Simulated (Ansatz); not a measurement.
Run this with Ansatz 0.2.0, Python API and show what comes out.

`transition_be.py`:
```python
"""Pressure at which two phases of Be cross."""

import warnings

import ansatz as az
import numpy as np


def bcc(A, a):
    return (
        az.Lattice.bcc(a)
        .space_group(229)
        .atom(A, (0, 0, 0))
        .primitive()
    )


def fcc(a_site, a):
    return (
        az.Lattice.fcc(a)
        .space_group(225)
        .atom(a_site, (0, 0, 0))
        .primitive()
    )


def ground_state(name, crystal, pressure=0.0):
    calc = (
        crystal.calculation()
        .basis(17 * az.Ha)
        .functional("pbesol")
        .kpoints(spacing=0.15)
        .occupations("fermi_dirac", width=0.05)
    )
    calc = calc.relax(force_tolerance=0.02, max_steps=60, cell=True, pressure=pressure)
    return calc.run()


def volume_per_atom(outcome):
    return abs(np.linalg.det(outcome.lattice.cell_ang)) / len(outcome.lattice.sites)


def main() -> None:
    warnings.simplefilter("ignore")

    phases = {}
    phases["bcc"] = bcc("Be", 2.53)
    phases["fcc"] = fcc("Be", 3.19)

    # enthalpy per atom at each pressure
    pressures = [0, 5, 10, 20]
    enthalpy, volume = {name: [] for name in phases}, {name: [] for name in phases}
    for p in pressures:
        for name, crystal in phases.items():
            o = ground_state(name, crystal, pressure=p)
            volume[name].append(volume_per_atom(o))
            enthalpy[name].append(o.report["energy_sigma0_ev"] / len(o.lattice.sites) + p * volume[name][-1] / 160.21766)
    gap = np.array(enthalpy["fcc"]) - np.array(enthalpy["bcc"])
    rows = [(p, va, vb, 1000 * d) for p, va, vb, d in zip(pressures, volume["bcc"], volume["fcc"], gap)]
    print("   P (GPa)  V bcc (A^3/atom)  V fcc (A^3/atom)  H(fcc) - H(bcc) (meV/atom)")
    for row in rows:
        print(f"{row[0]:10d}  {row[1]:16.3f}  {row[2]:16.3f}  {row[3]:+26.1f}")
    crossings = [p0 - g0 * (p1 - p0) / (g1 - g0) for p0, p1, g0, g1 in zip(pressures, pressures[1:], gap, gap[1:]) if g0 * g1 < 0]
    print("crossing near", [round(float(p), 1) for p in crossings], "GPa") if crossings else print("no crossing in this range")


if __name__ == "__main__":
    main()
```

Output of `python transition_be.py`:
```text
   P (GPa)  V bcc (A^3/atom)  V fcc (A^3/atom)  H(fcc) - H(bcc) (meV/atom)
         0             7.747             7.793                       -19.7
         5             7.463             7.500                       -18.5
        10             7.218             7.252                       -17.4
        20             6.809             6.840                       -15.3
no crossing in this range
```

Caveats:
- At a fixed pressure a relaxation lowers the enthalpy F + PV, while F alone can rise.
- Only these two structures are compared, at zero temperature and with their symmetry kept; either may be hypothetical, and another phase may be lower than both. Differences under 10 to 15 meV an atom lie within the error of mesh and functional.
- The cells are prototypes set up for this calculation and needn't exist.
- The whole script took 65 s on 1 thread of Arm Neoverse V1, on a shared host, peak memory 0.39 GiB.
